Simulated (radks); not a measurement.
# Valence configurations of Tc²⁺

An exercise on one series of results from a longer session: the logs are not shown, and one member is left open.

Program: radks (a radial shooting solver on a logarithmic mesh, Libxc functionals) version 1. Level of theory: scalar-relativistic Kohn-Sham, PBE, spin-polarised, spherical densities, finite nucleus; open shells are filled with parallel spins first. These are calculated values, not measurements, unless marked.

## Starting point

| Property | Result |
| --- | --- |
| element | technetium (Z = 43) |
| charge | +2 |
| electrons | 41 |
| configuration | [Kr] 4d5 |
| nuclear rms radius | 4.4112 fm |
| others tried | 4d4 5p1; 4d4 5s1; 4d2 5s1 5p2; 4d3 5s2; 4d4.5 5p0.5; 4d3.5 5p1.5; 4d4.5 5s0.5; 4d3.5 5s1.5 |

The outer shells:

Tc²⁺
```
[Kr] core
4d [↑ ][↑ ][↑ ][↑ ][↑ ]
```

Set-up of the first run:

The run's settings:

```text
Z 43
configuration [Kr] 4d5
relativity scalar-relativistic
functional pbe,pbe
spin polarised
nucleus finite rms 4.4112 fm
c 137.035999084
```

Steps of the session up to this table: [Kr] 4d5.

One of the session's tables, all rows but one given; the rest of the session is left out.

It belongs to the step «[Kr] 4d5». From the orbitals of this run (lengths in bohr):

| level | <r> | outermost maximum (interpolated) | 90 % within | nodes |
| --- | --- | --- | --- | --- |
| 3d up | 0.3991 | 0.311 | 0.637 | 0 |
| 3d down | 0.3989 | 0.312 | 0.636 | 0 |
| 4s up | 1.061 | 0.952 | 1.54 | 3 |
| 4s down | ? | ? | ? | ? |
| 4p up | 1.174 | 1.03 | 1.74 | 2 |
| 4p down | 1.167 | 1.02 | 1.73 | 2 |
| 4d up | 1.604 | 1.27 | 2.51 | 1 |
| 4d down | 1.634 | 1.26 | 2.59 | 1 |

**Question.** Estimate the row for 4s down.

**Answer.** <r>: 1.054; outermost maximum (interpolated): 0.946; 90 % within: 1.53; nodes: 3. In the column «<r>» it lies between 3d up (0.3991) and 4s up (1.061).
